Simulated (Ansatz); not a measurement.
This script for Ansatz's Python interface starts 3 runs on Tl2Pd, space group I4/mcm. What input does the engine get in each?

`tl2pd.py`
```python
# -*- coding: utf-8 -*-
import warnings

import ansatz as az


def main():
    warnings.simplefilter("ignore", az.DeckWarning)

    crystal = (
        az.Lattice.from_parameters(6.712, 6.712, 5.748, alpha=90, beta=90, gamma=90)
        .space_group(140, hermann_mauguin="I4/mcm")
        .atom("Tl", (0.1656, 0.6656, 0.0))
        .atom("Pd", (0.0, 0.0, 0.25))
        .primitive()
    )

    model = (
        crystal.calculation()
        .occupations("Fermi-Dirac", width=0.15)
        .kpoints(5)
        .functional("LDA")
        .band_table()
    )
    typed = model.input()
    rows = []
    for value in [4, 6, 9]:
        edited = typed.set(az.key.basis.ecutrho_ratio, value)
        summary = az.Session.from_dict(edited).plan().execute().report
        rows.append((value, summary["free_energy_ev"], summary["n_iterations"], len(summary["eigenvalues_ev"][0]) if "eigenvalues_ev" in summary else 0))
    print(" density ratio            F eV      iterations    bands listed")
    for row in rows:
        print(f"{str(row[0]):>14s}  {row[1]:14.5f}  {row[2]:14d}  {row[3]:14d}")
    print(edited.to_yaml())


if __name__ == "__main__":
    main()
```

Run 1:
```yaml
crystal:
  lattice:
    a: 6.712
    b: 6.712
    c: 5.748
    alpha: 90.0
    beta: 90.0
    gamma: 90.0
  space_group: 140
  setting:
    hermann_mauguin: I4/mcm
  atoms:
    - { symbol: Tl, position: [0.1656, 0.6656, 0.0] }
    - { symbol: Pd, position: [0.0, 0.0, 0.25] }
  reduce_to_primitive: true
kpoints:
  mp_grid:
    grid: [5, 5, 5]
hamiltonian:
  xc: lda
scf:
  occupations:
    method: fermi_dirac
    width: 0.15
output:
  eigenvalues: true
basis:
  ecutrho_ratio: 4
```

Run 2, against run 1:
```diff
-  ecutrho_ratio: 4
+  ecutrho_ratio: 6
```

Run 3, against run 1:
```diff
-  ecutrho_ratio: 4
+  ecutrho_ratio: 9
```

Output of `python tl2pd.py`:
```text
 density ratio            F eV      iterations    bands listed
             4    -58276.57856               6              54
             6    -58276.57856               6              54
             9    -58276.57856               6              54
crystal:
  lattice:
    a: 6.712
    b: 6.712
    c: 5.748
    alpha: 90.0
    beta: 90.0
    gamma: 90.0
  space_group: 140
  setting:
    hermann_mauguin: I4/mcm
  atoms:
    - { symbol: Tl, position: [0.1656, 0.6656, 0.0] }
    - { symbol: Pd, position: [0.0, 0.0, 0.25] }
  reduce_to_primitive: true
kpoints:
  mp_grid:
    grid: [5, 5, 5]
hamiltonian:
  xc: lda
scf:
  occupations:
    method: fermi_dirac
    width: 0.15
output:
  eigenvalues: true
basis:
  ecutrho_ratio: 9
```

Reading the output:
- Total energies depend on the potentials; only differences at equal settings carry meaning. A total without «per atom» is that of the whole cell that was run.
- For a metal this k-point mesh is coarse: on a finer one energies can move by several to tens of meV an atom and pressures by half a GPa or more, differences at one mesh by less.
- The smearing is wide enough that free energy and stress hold a thermal part of the electrons.
- Spin-orbit coupling, which matters for elements this heavy, is left out.
- The starting cell is as deposited in a crystallographic database; the results hold for this polymorph, which needn't be the stable one.
- It ran for 16 s on 1 thread of Arm Neoverse V1, on a shared host, peak memory 0.55 GiB.
